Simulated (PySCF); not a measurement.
# CH6O3Si (SMILES C[Si](O)(O)O): levels of theory compared

Wanted: a comparison of 6 runs (HF/STO-3G, SVWN5/STO-3G, B3LYP/6-31G*, PBE0/aug-cc-pVDZ, MP2/6-311+G**, CCSD(T)/cc-pVDZ) of CH6O3Si. The job is set up through a Python script.

The results are computed with PySCF 2.14.0.

## 1. Starting point

The species is CH6O3Si (11 atoms), meant as a singlet with charge 0. As SMILES, `C[Si](O)(O)O`. The shape is that of a PBE0-D4/def2-TZVP optimisation. This is one conformer, not always the lowest.

Bond lengths: C1–Si2 1.847 Å, Si2–O3 1.639 Å, Si2–O4 1.647 Å, Si2–O5 1.637 Å, C1–H6 1.092 Å, C1–H7 1.093 Å, C1–H8 1.092 Å, O3–H9 0.958 Å, O4–H10 0.958 Å, O5–H11 0.959 Å. Some angles: C1–Si2–O3 113.1°, C1–Si2–O4 112.4°, C1–Si2–O5 105.6°, O3–Si2–O4 103.8°, O3–Si2–O5 109.3°, O4–Si2–O5 112.7°, Si2–C1–H6 110.9°, Si2–C1–H7 111.2°, Si2–C1–H8 110.3°, Si2–O3–H9 116.0°.

## 2. Energy and gradient at HF/STO-3G (run 1)

File run.py:

```python
import pyscf.grad
from pyscf import gto

mol = gto.M(
    atom='''
C       -0.936100       1.117000       0.221000
Si       0.168300      -0.341900      -0.030300
O        0.248400      -1.319800       1.282100
O        1.735200       0.093400      -0.293300
O       -0.476900      -1.172800      -1.285000
H       -0.560200       1.755600       1.023200
H       -1.011200       1.717500      -0.689000
H       -1.943200       0.789100       0.487300
H        1.067700      -1.290400       1.777900
H        1.922900       0.657400      -1.044000
H       -0.149500      -2.062200      -1.429200
''',
    verbose=4,
    charge=0,
    basis='sto-3g',
    max_memory=1860,
)

mf = mol.RHF()
mf.conv_tol = 1e-10
mf.kernel()
if not mf.converged:
    mf = mf.newton().run(mf.mo_coeff, mf.mo_occ)

etot = mf.e_tot
print(f'total energy: {etot:.8f} hartree')
grad = mf.Gradients().kernel()
dip = mf.dip_moment()
pop, q = mf.mulliken_pop()
```

On the command line:

```
$ OMP_NUM_THREADS=1 python run.py
```

Log:

```text
PySCF version 2.14.0

[... 63 lines left out ...]
converged SCF energy = -548.097030791181
total energy: -548.09703079 hartree
[... 11 lines left out ...]
Dipole moment(X, Y, Z, Debye):  1.03656,  0.66054, -0.39807
[... 47 lines left out ...]
charge of   10H =      0.17517
```

Wall time 2.3 s (1 thread of Intel Xeon at 2.70GHz, shared host); peak memory 0.12 GiB.

## 3. Energy and gradient at SVWN5/STO-3G (run 2)

File calc.py:

```python
# C[Si](O)(O)O
from pyscf import gto, dft

system = gto.Mole()
system.atom = '''
C   -0.936100   1.117000   0.221000
Si   0.168300  -0.341900  -0.030300
O    0.248400  -1.319800   1.282100
O    1.735200   0.093400  -0.293300
O   -0.476900  -1.172800  -1.285000
H   -0.560200   1.755600   1.023200
H   -1.011200   1.717500  -0.689000
H   -1.943200   0.789100   0.487300
H    1.067700  -1.290400   1.777900
H    1.922900   0.657400  -1.044000
H   -0.149500  -2.062200  -1.429200
'''
system.verbose = 4
system.charge = 0
system.max_memory = 1860
system.basis = 'sto-3g'
system.build()

ks = dft.RKS(system, xc='svwn')
ks.conv_tol = 1e-10
ks.grids.level = 5
ks.kernel()
if not ks.converged:
    ks = ks.newton().run(ks.mo_coeff, ks.mo_occ)

etot = ks.e_tot
print('E = %.10f Eh' % etot)
grad = ks.nuc_grad_method().kernel()
ks.analyze()
```

On the command line:

```
$ OMP_NUM_THREADS=1 python calc.py
```

Log:

```text
PySCF version 2.14.0

[... 98 lines left out ...]
Total Energy =                        -546.697211623896806
[... 4 lines left out ...]
DFT Exchange-Correlation Energy =      -51.646437080114367
[... 6 lines left out ...]
MO #5   energy= -9.5304309521251   occ= 2
[... 4 lines left out ...]
MO #10  energy= -0.834504078925111 occ= 2
[... 4 lines left out ...]
MO #15  energy= -0.362919048495904 occ= 2
[... 4 lines left out ...]
MO #20  energy= -0.15609974240554  occ= 2
[... 4 lines left out ...]
MO #25  energy= -0.067219903223812 occ= 2
[... 4 lines left out ...]
MO #30  energy= 0.399820257940388  occ= 0
[... 4 lines left out ...]
MO #35  energy= 0.488107938706134  occ= 0
[... 49 lines left out ...]
Dipole moment(X, Y, Z, Debye):  1.24626,  0.32679, -0.44709
```

Wall time 8.7 s (1 thread of Intel Xeon at 2.70GHz, shared host); peak memory 0.24 GiB.

Run 3 isn't shown in full; the table further down has it.

## 4. Energy and forces at PBE0/aug-cc-pVDZ (run 4)

File start.xyz:

```xyz
11

C     -0.936100     1.117000     0.221000
Si     0.168300    -0.341900    -0.030300
O      0.248400    -1.319800     1.282100
O      1.735200     0.093400    -0.293300
O     -0.476900    -1.172800    -1.285000
H     -0.560200     1.755600     1.023200
H     -1.011200     1.717500    -0.689000
H     -1.943200     0.789100     0.487300
H      1.067700    -1.290400     1.777900
H      1.922900     0.657400    -1.044000
H     -0.149500    -2.062200    -1.429200
```

File input.py:

```python
# C[Si](O)(O)O
from pyscf import gto, dft

mol = gto.M(
    atom='start.xyz',
    max_memory=1860,
    spin=0,
    verbose=3,
    basis='aug-cc-pvdz',
    charge=0,
)

mf = dft.RKS(mol, xc='pbe0')
mf.conv_tol = 1e-10
mf.grids.level = 5
mf.kernel()
if not mf.converged:
    mf = mf.newton().run(mf.mo_coeff, mf.mo_occ)

energy = mf.e_tot
print('E = %.10f Eh' % energy)
grad = mf.nuc_grad_method().kernel()
dip = mf.dip_moment()
pop, q = mf.mulliken_pop()
```

On the command line:

```
$ OMP_NUM_THREADS=1 python input.py
```

Log:

```text
converged SCF energy = -556.664717544815
[... 9 lines left out ...]
Dipole moment(X, Y, Z, Debye):  1.09442,  0.70451, -0.42661
[... 185 lines left out ...]
charge of   10H =      0.12237
```

Wall time 2 min (1 thread of Intel Xeon at 2.70GHz, shared host); peak memory 2.3 GiB.

Run 5 isn't shown in full; the table further down has it.

## 5. A single-point energy at CCSD(T)/cc-pVDZ (run 6)

File input.xyz:

```xyz
11
CH6O3Si
C     -0.936100     1.117000     0.221000
Si     0.168300    -0.341900    -0.030300
O      0.248400    -1.319800     1.282100
O      1.735200     0.093400    -0.293300
O     -0.476900    -1.172800    -1.285000
H     -0.560200     1.755600     1.023200
H     -1.011200     1.717500    -0.689000
H     -1.943200     0.789100     0.487300
H      1.067700    -1.290400     1.777900
H      1.922900     0.657400    -1.044000
H     -0.149500    -2.062200    -1.429200
```

File job.py:

```python
# C[Si](O)(O)O
from pyscf import gto, scf, cc

molecule = gto.M(
    atom='input.xyz',
    verbose=4,
    max_memory=1860,
    basis='cc-pvdz',
)

hf = scf.RHF(molecule)
hf.conv_tol = 1e-10
hf.kernel()
if not hf.converged:
    hf = hf.newton().run(hf.mo_coeff, hf.mo_occ)

mycc = cc.CCSD(hf, frozen=9)
mycc.kernel()
e_t = mycc.ccsd_t()
etot = mycc.e_tot + e_t
print('E(%s) = %.9f' % ('CCSD(T)', etot))
hf.analyze()
```

On the command line:

```
$ OMP_NUM_THREADS=1 python job.py
```

Log:

```text
PySCF version 2.14.0

[... 65 lines left out ...]
converged SCF energy = -555.050717305865
[... 41 lines left out ...]
MO #6   energy= -6.17496035724854  occ= 2
[... 13 lines left out ...]
MO #20  energy= -0.543985839728686 occ= 2
[... 13 lines left out ...]
MO #34  energy= 0.353135450756844  occ= 0
[... 13 lines left out ...]
MO #48  energy= 0.892923662701291  occ= 0
[... 13 lines left out ...]
MO #62  energy= 1.45772318872958   occ= 0
[... 13 lines left out ...]
MO #76  energy= 2.0115355545119    occ= 0
[... 13 lines left out ...]
MO #90  energy= 2.95747975202143   occ= 0
[... 13 lines left out ...]
MO #104 energy= 4.08138154422208   occ= 0
[... 118 lines left out ...]
Dipole moment(X, Y, Z, Debye):  1.35726,  0.67829, -0.52125
```

Wall time 63 s (1 thread of Intel Xeon at 2.70GHz, shared host); peak memory 0.79 GiB.

## 6. All runs side by side

```csv
run,level,integration grid,frozen core orbitals,energy (Eh),dipole moment (D) of the reference,HOMO energy (eV),LUMO energy (eV),wall time
1,HF/STO-3G,–,–,-548.097031,1.29,-9.19,12.91,2.3 s
2,SVWN5/STO-3G,5,–,-546.697212,1.36,-1.83,6.29,8.7 s
3,B3LYP/6-31G* (spherical functions),5,–,-557.016136,1.60,-8.09,1.25,44 s
4,PBE0/aug-cc-pVDZ,5,–,-556.664718,1.37,-8.72,-0.42,2 min
5,MP2/6-311+G**,–,9,-556.006414,1.66,-12.53,1.37,1.7 min
6,CCSD(T)/cc-pVDZ,–,9,-555.904953,1.60,-12.27,4.42,63 s
```

## 7. What came out

| quantity | value |
| --- | --- |
| run 6: total energy | -555.90495 Eh |
| run 6: dipole moment (Hartree–Fock density) | 1.60 D |
| run 6: HOMO energy (Hartree–Fock orbitals) | -12.27 eV |
| run 6: LUMO energy (Hartree–Fock orbitals) | 4.42 eV |
| run 6: HOMO–LUMO gap (Hartree–Fock orbitals) | 16.69 eV |
| run 6: correlation energy (9 core orbitals frozen) | -854.2 mEh |
| run 6: (T) correction | -18.24 mEh |
| run 6: T1 diagnostic | 0.011 |

What this shows: Over runs 1, 2, 3, 4 the dipole moment (its size) runs from 1.29 D (HF/STO-3G) to 1.60 D (B3LYP/6-31G*). The two ends differ in method and basis. Over runs 1, 2, 3, 4 the HOMO–LUMO gap runs from 8.12 eV (SVWN5/STO-3G) to 22.11 eV (HF/STO-3G). Exact exchange widens orbital gaps. Totals of different functionals can't be ranked against each other. In runs 1, 2 the basis is minimal, so the values are rough. All runs together took 5.7 min, the longest 2 min.
